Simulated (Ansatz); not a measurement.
# TaRu: the cost of one run

Computed with Ansatz 0.2.0 (DFT LDA, scalar-relativistic, plane waves, PAW, unless a step's input says otherwise).

4 further runs of the same task are left out: 4 set aside as unsound or not needed.

### Step 1. The system as given

The structure is tetragonal, space group P4/mmm (No. 123). The conventional cell has a = 3.006 Å, b = 3.006 Å, c = 3.362 Å, α = 90.00°, β = 90.00°, γ = 90.00°. Around Ta (site symmetry 4/mmm) lie 8 Ru at 2.71 Å and 4 Ta at 3.01 Å. Around Ru (site symmetry 4/mmm) lie 8 Ta at 2.71 Å and 4 Ru at 3.01 Å.

Structure file:

```xyz
2
Lattice="3.0060 0.0000 0.0000 0.0000 3.0060 0.0000 0.0000 0.0000 3.3616" Properties=species:S:1:pos:R:3 pbc="T T T"
Ta    1.5030    1.5030    1.6808
Ru    0.0000    0.0000    0.0000
```

This cell was relaxed beforehand with the same method: volume 15.19 Å³/atom, gap on the mesh none (metal).

### Step 2. The cell at 0.98 of its volume

File input.yaml:

```yaml
crystal:
  lattice:
    - [2.9858378916, 0.0, 0.0]
    - [0.0, 2.9858378916, 0.0]
    - [0.0, 0.0, 3.3390634735]
  atoms:
    - { symbol: Ta, position: [0.5, 0.5, 0.5] }
    - { symbol: Ru, position: [0.0, 0.0, 0.0] }
basis:
  ecutwfc: 420
kpoints:
  mp_grid: { grid: [14, 14, 12] }
hamiltonian:
  xc: lda
scf:
  occupations: { method: fermi_dirac, width: 0.15 }
output:
  forces: true
  stress: true
  eigenvalues: true
relax:
  adjacent_minimum: "off"
  f_tol: 0.001
  max_steps: 60
  cell: { stress_tol: 0.01, fix: [volume] }
```

Started as:

```
> ansatz run input.yaml --threads 1 --pin off --max-ram 3072MiB --backend cpu --events-out ev --progress --plain --runs-dir out
```

**Question.** How long does this run take on 1 thread of Arm Neoverse V1, shared host, and how much memory does it need?

About 35 s, with a peak of 0.41 GiB.
